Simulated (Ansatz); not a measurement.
A first try at a short molecular-dynamics run of InP, space group F-43m, using the Python package of Ansatz (0.2.0).

The script reads `inp.cif`:
```cif
data_InP
_cell_length_a 4.144353
_cell_length_b 4.144353
_cell_length_c 4.144353
_cell_angle_alpha 60.00000
_cell_angle_beta 60.00000
_cell_angle_gamma 60.00000
_symmetry_space_group_name_H-M 'P 1'
_symmetry_Int_Tables_number 1
loop_
_symmetry_equiv_pos_as_xyz
'x, y, z'
loop_
_atom_site_label
_atom_site_type_symbol
_atom_site_fract_x
_atom_site_fract_y
_atom_site_fract_z
In1 In    0.000000    0.000000    0.000000
P2 P    0.250000    0.250000    0.250000
```

`md.py`:
```python
"""Short molecular dynamics of InP."""

import json

import ansatz as az
from ase import Atoms
from ase.io import read
from ase.neighborlist import neighbor_list
import numpy as np


def main() -> None:
    atoms = read("inp.cif")
    xtal = az.Crystal.from_ase(atoms)

    # a small cell and a short run: a test of the set-up, no statistics
    job = (
        xtal.supercell(2, 2, 1).calculation()
        .occupations("fixed")
        .functional("r2scan")
        .kpoints(1, 1, 1)
        .basis(19 * az.Ha)
        .scf(max_iterations=95)
        .md(az.Ensemble.NVT_LANGEVIN, timestep=3.0, steps=15, temperature=100, friction=0.05, initial_velocities="maxwell_boltzmann", seed=72)
    )
    done = job.run(threads=1, events_out="inp.ndjson")
    with open("inp.ndjson") as stream:
        events = [json.loads(line) for line in stream]
    steps = [e["data"] for e in events if e["event"] == "md_step"]
    report = done.report

    for s in steps[::1]:
        print("%3d %7.1f fs  total %.4f eV  T %6.1f K" % (s["step"], s["time_fs"], s["lagrangian_ev"] + s["e_kin_ev"], s["temperature_k"]))

    temperature = np.array([s["temperature_k"] for s in steps])
    print(f"mean temperature of the second half {temperature[len(steps) // 2 :].mean():.1f} K")


    symbols = [site.symbol for site in done.lattice.sites]
    pairs = np.concatenate([neighbor_list("d", Atoms(symbols, positions=s["positions_ang"], cell=done.lattice.cell_ang, pbc=True), 4.5) for s in steps[len(steps) // 2 :]])
    counts, edges = np.histogram(pairs, bins=np.arange(0.5, 4.51, 0.25))
    for low, count in zip(edges, counts / (len(symbols) * len(steps[len(steps) // 2 :]))):
        print(f"{low:4.2f}-{low + 0.25:4.2f} A  {count:6.2f} neighbours an atom")

    track = np.array([s["positions_ang"] for s in steps])
    names = np.array([site.symbol for site in done.lattice.sites])
    for name in sorted(set(names)):
        msd = ((track[:, names == name] - track[0, names == name]) ** 2).sum(axis=2).mean(axis=1)
        print(f"mean square displacement of {name} (A^2):", np.round(msd[:: max(len(msd) // 6, 1)], 4))


if __name__ == "__main__":
    main()
```

```console
$ python md.py
DeckWarning: md: disabling space-group detection — thermal motion breaks the input geometry's symmetry, so no spatial operation reduces the k-mesh or symmetrises the density; time reversal is kept, so that k and −k are solved as one point where they differ and the mesh holds both, and exact exchange and, on two spinor [...]
  0     0.0 fs  total -25471.2020 eV  T   87.5 K
  1     3.0 fs  total -25471.1323 eV  T  150.8 K
  2     6.0 fs  total -25471.1336 eV  T  156.9 K
  3     9.0 fs  total -25471.1583 eV  T  141.0 K
  4    12.0 fs  total -25471.1673 eV  T  143.3 K
  5    15.0 fs  total -25471.1981 eV  T  133.7 K
  6    18.0 fs  total -25471.1682 eV  T  192.9 K
  7    21.0 fs  total -25471.2003 eV  T  197.2 K
  8    24.0 fs  total -25471.2544 eV  T  177.8 K
  9    27.0 fs  total -25471.2521 eV  T  208.6 K
 10    30.0 fs  total -25471.2947 eV  T  193.9 K
 11    33.0 fs  total -25471.3337 eV  T  178.2 K
 12    36.0 fs  total -25471.3061 eV  T  223.4 K
 13    39.0 fs  total -25471.3667 eV  T  182.6 K
 14    42.0 fs  total -25471.3903 eV  T  175.2 K
 15    45.0 fs  total -25471.4171 eV  T  159.2 K
mean temperature of the second half 187.4 K
0.50-0.75 A    0.00 neighbours an atom
0.75-1.00 A    0.00 neighbours an atom
1.00-1.25 A    0.00 neighbours an atom
1.25-1.50 A    0.00 neighbours an atom
1.50-1.75 A    0.00 neighbours an atom
1.75-2.00 A    0.00 neighbours an atom
2.00-2.25 A    0.00 neighbours an atom
2.25-2.50 A    1.19 neighbours an atom
2.50-2.75 A    2.81 neighbours an atom
2.75-3.00 A    0.00 neighbours an atom
3.00-3.25 A    0.00 neighbours an atom
3.25-3.50 A    0.00 neighbours an atom
3.50-3.75 A    0.00 neighbours an atom
3.75-4.00 A    0.00 neighbours an atom
4.00-4.25 A   11.81 neighbours an atom
4.25-4.50 A    0.19 neighbours an atom
mean square displacement of In (A^2): [0.     0.0001 0.0002 0.0005 0.0011 0.0017 0.0025 0.0034]
mean square displacement of P (A^2): [0.     0.0005 0.0021 0.0037 0.0053 0.0079 0.0104 0.013 ]
```
(Warnings from the package without file and line, shortened.)

The script ran to its end, but the result can't be trusted. Why?

The fault: a single k-point is too coarse for this small cell. The change:

```diff
--- before
+++ after
@@ -20,3 +20,3 @@
         .functional("r2scan")
-        .kpoints(1, 1, 1)
+        .kpoints(2, center="gamma")
         .basis(19 * az.Ha)
```

The mended script runs so:

Output of `python md.py`:
```text
DeckWarning: md: disabling space-group detection — thermal motion breaks the input geometry's symmetry, so no spatial operation reduces the k-mesh or symmetrises the density; time reversal is kept, [...]
  0     0.0 fs  total -25485.3450 eV  T   87.5 K
  1     3.0 fs  total -25485.2777 eV  T  148.4 K
  2     6.0 fs  total -25485.2732 eV  T  142.3 K
  3     9.0 fs  total -25485.2717 eV  T  126.2 K
  4    12.0 fs  total -25485.2764 eV  T  100.6 K
  5    15.0 fs  total -25485.2811 eV  T   79.5 K
  6    18.0 fs  total -25485.2468 eV  T  104.9 K
  7    21.0 fs  total -25485.2388 eV  T  111.2 K
  8    24.0 fs  total -25485.2356 eV  T  116.7 K
  9    27.0 fs  total -25485.2265 eV  T  127.8 K
 10    30.0 fs  total -25485.2271 eV  T  130.4 K
 11    33.0 fs  total -25485.2445 eV  T  117.0 K
 12    36.0 fs  total -25485.2130 eV  T  150.1 K
 13    39.0 fs  total -25485.2580 eV  T  111.4 K
 14    42.0 fs  total -25485.2427 eV  T  132.6 K
 15    45.0 fs  total -25485.2562 eV  T  123.7 K
mean temperature of the second half 126.2 K
0.50-0.75 A    0.00 neighbours an atom
0.75-1.00 A    0.00 neighbours an atom
1.00-1.25 A    0.00 neighbours an atom
1.25-1.50 A    0.00 neighbours an atom
1.50-1.75 A    0.00 neighbours an atom
1.75-2.00 A    0.00 neighbours an atom
2.00-2.25 A    0.00 neighbours an atom
2.25-2.50 A    0.53 neighbours an atom
2.50-2.75 A    3.47 neighbours an atom
2.75-3.00 A    0.00 neighbours an atom
3.00-3.25 A    0.00 neighbours an atom
3.25-3.50 A    0.00 neighbours an atom
3.50-3.75 A    0.00 neighbours an atom
3.75-4.00 A    0.00 neighbours an atom
4.00-4.25 A   11.88 neighbours an atom
4.25-4.50 A    0.12 neighbours an atom
mean square displacement of In (A^2): [0.     0.     0.0002 0.0004 0.0008 0.0014 0.0019 0.0023]
mean square displacement of P (A^2): [0.     0.0005 0.002  0.0028 0.0028 0.0029 0.0028 0.0024]
```
(Warnings from the package without file and line, shortened.)

What to keep in mind:
- Absolute energies stand on the zero of these potentials, so only differences at equal settings mean something. A total without «per atom» is that of the cell as typed.
- The k-point mesh is coarse, and energy and stress weren't tested for convergence.
- Of the deposited cell: the entry's cell lengths or inner coordinates differ somewhat from later room-temperature determinations.
- The starting cell is as deposited in a crystallographic database; the results hold for this polymorph, which needn't be the stable one.
- A small cell, a coarse mesh and a very short run: it shows the set-up and gives no equilibrium averages.
- Finished in 5.1 min on 1 thread of Arm Neoverse V1, on a shared host, peak memory 1.2 GiB.

(Lines on the test bed's own set-up are left out of the output.)
